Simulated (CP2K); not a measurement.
**NiMoIrPdW under changes of volume**

One of the cells (14.590 Å³/atom); the others are scaled copies at fixed shape and fractional positions:

```
Ni Mo Pd Ir W
1.0
     2.74008    0.00000    0.00000
     0.00000    2.74008    0.00000
     1.37004   -1.37004    9.71647
Ni Mo Pd Ir W
1 1 1 1 1
Direct
  0.19862 0.80138 0.60276
  0.60922 0.39078 0.78156
  0.79310 0.20690 0.41380
  0.39944 0.60056 0.20112
  0.99565 0.00435 0.00870
```

The cell was built by a generator and needn't be a form met in nature.

| Property | Result |
| --- | --- |
| Program | CP2K 2026.2 |
| Functional | PBE |
| Potentials or basis | GTH_POTENTIALS Ni GTH-PBE-q18, Pd GTH-PBE-q18, Ir GTH-PBE-q17, W GTH-PBE-q14; POTENTIAL_UZH Mo GTH-PBE-q14; TZVP-MOLOPT-SR-GTH, TZVP-MOLOPT-PBE-GTH basis |
| Density cutoff | 8163 eV |
| k mesh | 10 × 10 × 10 |
| Occupations | fermi-dirac, width 0.05 eV |
| Spin | collinear spin, ferromagnetic start |
| Starting moments | [1.0, 1.0, 0.0, 0.6, 0.0] μB |

| volume (Å³/atom) | energy over the lowest point (meV/atom) | pressure (GPa) |
| --- | --- | --- |
| 13.715 | 45.21 | 17.9 |
| 14.007 | ? | ? |
| 14.299 | 4.04 | 5.0 |
| 14.590 | 0.00 | -0.4 |
| 14.882 | 5.30 | -5.2 |
| 15.174 | 18.93 | -9.6 |
| 15.466 | 39.97 | -13.4 |

Problem. What does the run at 14.007 Å³/atom give?

Solution. Energy over the lowest point 18.71 meV/atom; pressure 11.1 GPa.

Worked out: A Birch-Murnaghan fit of order 3 (a polynomial in V^(-2/3)) to the other rows has its minimum at 14.57 Å³/atom with B0 = V·E''(V) = 259 GPa and B' = 5.0 at fixed shape and positions, which overstates the stiffness. It gives 18.67 meV/atom at 14.007 Å³/atom, against the run's 18.71, and -dE/dV = 11.2 GPa, against 11.1.

Energies are extrapolated to zero smearing.

Caveats: the basis of atomic orbitals isn't converged, which shifts pressures, moduli and gaps; the total moment is fixed, so each spin has its own Fermi level.
